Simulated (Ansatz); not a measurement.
**AlClH2SSi: up Jacob's ladder to CCSD(T)**

How much do the methods differ for AlClH2SSi? The plan is to run it at one geometry with functionals of several rungs and with coupled cluster. The yardstick is the atomisation energy at the CCSD(T) limit.

Method: functionals in def2-TZVPP, the program's frozen cores in correlated methods; program: Ansatz 0.2.0, Gaussian basis.

Plan: LDA (SPW92), PBE-D4, revPBE-D4, BLYP-D4, r2SCAN-D4, B97M-V, PBE0-D4, B3LYP-D4, r2SCANh-D4, r2SCAN0-D4, HSE06-D4, BHLYP-D4, CAM-B3LYP-D4, LC-ωPBE, ωB97X-V, ωB97M-V, B2PLYP, PBE-QIDH; CCSD(T)/def2-SVP; CCSD(T)/def2-TZVPP; MP2/def2-QZVPP; extrapolation to the limit; RPA on PBE.

## 1. The relaxed structure

All runs share one geometry, relaxed beforehand with PBE0-D4 in a triple-zeta def2 set.

SMILES `Cl[SiH]1[AlH][S]1`, 6 atoms, charge 0, spin multiplicity 1.

Atoms are counted from 1 here; the program's logs count them from 0.

Bond lengths: Cl1–Si2 2.062 Å, Si2–Al3 2.313 Å, Si2–S4 2.178 Å, Si2–H5 1.481 Å, Al3–S4 2.180 Å, Al3–H6 1.572 Å. Angles: Cl1–Si2–Al3 123.9°, Cl1–Si2–S4 113.7°, Cl1–Si2–H5 105.5°, Al3–Si2–S4 58.0°, Al3–Si2–H5 129.8°, S4–Si2–H5 112.3°, Si2–Al3–S4 57.9°, Si2–Al3–H6 165.9°, S4–Al3–H6 136.1°, Si2–S4–Al3 64.1°.

## 2. LDA

This LDA is Slater exchange with PW92 correlation.

Input file in.yaml:

```yaml
crystal:
  periodic: [false, false, false]
  atoms:
    - {symbol: Cl, position_ang: [-2.456503, -0.326337, -0.807496]}
    - {symbol: Si, position_ang: [-0.512616, 0.340723, -0.644447]}
    - {symbol: Al, position_ang: [0.832967, -0.046158, 1.196377]}
    - {symbol: S, position_ang: [0.961534, -1.262458, -0.608191]}
    - {symbol: H, position_ang: [-0.313405, 1.262262, -1.787142]}
    - {symbol: H, position_ang: [1.530122, -0.031932, 2.604799]}
basis:
  gaussian: {orbitals: def2-TZVPP}
hamiltonian: {xc: lda}
output: {orbitals: {seedname: orbitals}}
```

Command:

```bash
$ ansatz run in.yaml --threads 2 --pin off --events-out ev --progress --plain --max-ram 4352MiB
```

The runs that follow: PBE-D4 (GGA); revPBE-D4 (GGA); BLYP-D4 (GGA); r2SCAN-D4 (meta-GGA); B97M-V (meta-GGA); PBE0-D4 (hybrid); B3LYP-D4 (hybrid); r2SCANh-D4 (hybrid); r2SCAN0-D4 (hybrid); HSE06-D4 (hybrid); BHLYP-D4 (hybrid); CAM-B3LYP-D4 (range-separated); LC-ωPBE (range-separated); ωB97X-V (range-separated); ωB97M-V (range-separated); B2PLYP (double hybrid); PBE-QIDH (double hybrid); CCSD(T) in def2-SVP; CCSD(T) in def2-TZVPP; MP2 in def2-QZVPP; RPA on PBE orbitals.

Before running them: what should the planned runs give, taken together? Wanted: atomisation energy, CCSD(T)/CBS; farthest beyond LDA; mean size of error, GGA; mean size of error, meta-GGA; mean size of error, hybrid; mean size of error, range-separated; mean size of error, double hybrid; gap, smallest and largest; T1 diagnostic.

**Answer**, as computed:

```
                               quantity                                     value
        atomisation energy, CCSD(T)/CBS                            413.8 kcal/mol
functionals within 2.1 kcal/mol (0.5 %)    PBE0-D4, r2SCAN0-D4, HSE06-D4, ωB97M-V
                    farthest beyond LDA                 BHLYP-D4 (-16.3 kcal/mol)
                mean size of error, GGA                              7.2 kcal/mol
           mean size of error, meta-GGA                              9.2 kcal/mol
             mean size of error, hybrid                              5.3 kcal/mol
    mean size of error, range-separated                              5.7 kcal/mol
      mean size of error, double hybrid                              7.3 kcal/mol
              gap, smallest and largest  2.91 eV (LDA (SPW92)), 9.16 eV (LC-ωPBE)
                          T1 diagnostic                                    0.0134
triples share of the correlation energy                                     4.7 %
```

What this shows: The LDA atomisation energy is off by 55.6 kcal/mol (13 %): it overbinds. PBE-D4 misses by +3.2 kcal/mol. Double hybrids carry the basis error of their MP2 part in triple zeta, and no dispersion term here, so their miss is partly the set-up's. Taken by rung, hybrid functionals do best (5.3 kcal/mol on average) and meta-GGA ones worst beyond LDA (9.2 kcal/mol). The gap between the best rungs is small, so their order is not settled. Misses under about 2.1 kcal/mol are within the doubt on the reference itself, which lacks core-valence correlation, relativity and higher excitations. Hartree-Fock recovers 71 % of the binding; the rest is correlation. CCSD(T) in def2-SVP is off by -43.3 kcal/mol, worse than the median functional, from the basis alone. Orbital gaps span 2.9 to 9.2 eV; exact exchange widens them.
